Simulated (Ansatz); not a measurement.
# Relaxation of KSr2

The start is KSr2, a known structure type filled with other elements, at an estimated volume. Where does it settle when we relax cell and atoms, and what is it like there?

Program: Ansatz 0.2.0. Level of theory: DFT, r2SCAN, no spin polarisation, plane waves, PAW. These are calculated values, not measurements.

### 1 The structure

It takes space group I4/mmm (No. 139, tetragonal). Conventional cell: a = 5.080 Å, b = 5.080 Å, c = 17.929 Å, α = 90.00°, β = 90.00°, γ = 90.00°. Around Sr (site symmetry mmm) lie 4 K at 3.55 Å and 8 Sr at 3.59 to 3.98 Å. Sr (site symmetry 4mm) has 5 K at 3.42 to 3.64 Å as nearest neighbours. K (site symmetry 4mm) is surrounded by 9 Sr at 3.42 to 3.64 Å.

Structure file:

```
CELL_PARAMETERS angstrom
0.00000 5.08045 0.00000
5.08045 0.00000 0.00000
2.54022 2.54022 -8.96430
ATOMIC_POSITIONS crystal
Sr 0.50000 0.00000 0.00000
Sr 0.00000 0.50000 0.00000
Sr 0.32900 0.32900 0.34200
Sr 0.67100 0.67100 0.65800
K 0.13800 0.13800 0.72400
K 0.86200 0.86200 0.27600
```

The first density is read from a saved solution for the starting cell.

### 2 The relaxation

input.yaml

```yaml
crystal:
  lattice:
    - [0.0, 5.080446, 0.0]
    - [5.080446, 0.0, 0.0]
    - [2.540223, 2.540223, -8.964299]
  atoms:
    - { symbol: Sr, position: [0.5, 0.0, 0.0] }
    - { symbol: Sr, position: [0.0, 0.5, 0.0] }
    - { symbol: Sr, position: [0.329, 0.329, 0.342] }
    - { symbol: Sr, position: [0.671, 0.671, 0.658] }
    - { symbol: K, position: [0.138, 0.138, 0.724] }
    - { symbol: K, position: [0.862, 0.862, 0.276] }
  symmetry: { tolerance: 0.0003 }
kpoints:
  mp_grid: { grid: [7, 7, 7], shift: [0, 0, 0] }
magnetization:
  spin_polarized: false
scf:
  occupations: { method: fermi_dirac, width: 0.1196 }
  lower_state_search: "off"
hamiltonian:
  pseudopotentials: { kind: paw }
  xc: r2scan
basis:
  ecutwfc: 500
  fft_grid_basis: typed
relax:
  max_steps: 40
  cell: { p_target: 0.0 }
output:
  forces: true
  stress: true
  eigenvalues: true
  bader: true
  populations: true
  elf: true
  write_potential: true
  volumetric_format: npy
  dos:
    e_range: [-12, 8]
    de: 0.05
    projected: { site_lists: { K: [K], Sr: [Sr] } }
checkpoint:
  read: saved_state
```

Started as:

```console
$ ansatz run input.yaml --threads 2 --pin off --max-ram 3584MiB --backend cpu --events-out ev --progress --plain --runs-dir out
```

Q: Predict the outcome of this session. Wanted: moves; energy gained; largest move; cell; volume; pressure at the end; character; Bader charges.

As calculated:

| quantity | value |
| --- | --- |
| moves | 9 |
| energy gained | 457.3 meV/atom |
| largest move | 0.61 Å (Sr) |
| space group (0.01 Å), before / after | I4/mmm / I4/mmm |
| cell | a = 5.990 Å, b = 5.990 Å, c = 11.722 Å, α = 75.20°, β = 75.20°, γ = 90.00° |
| volume | 65.37 Å³/atom (+69.5 %) |
| pressure at the end | 0.01 GPa |
| formation energy (elements from separate runs) | 0.20 eV/atom |
| character | metal |
| density of states, mean within 0.25 eV of the Fermi level | 7.3 per eV per cell |
| Bader charges | Sr -0.75 to +0.19, K +0.56 e |

What this shows: The volume grew by 69.5 %, and the largest move of an atom is 0.61 Å apart from the change of the cell; the energy fell by 457.3 meV per atom. With 16 symmetry operations imposed, the end may be a saddle point towards distortions that break them. It is a metal; within 0.25 eV of the Fermi level the density of states averages 7.3 per eV per cell. Set against separate runs on the elements (Sr fcc, K bcc), it forms at 0.20 eV per atom, so at this geometry it is not bound against them. K loses most charge (+0.56 e on average) and Sr gains most (-0.28 e).
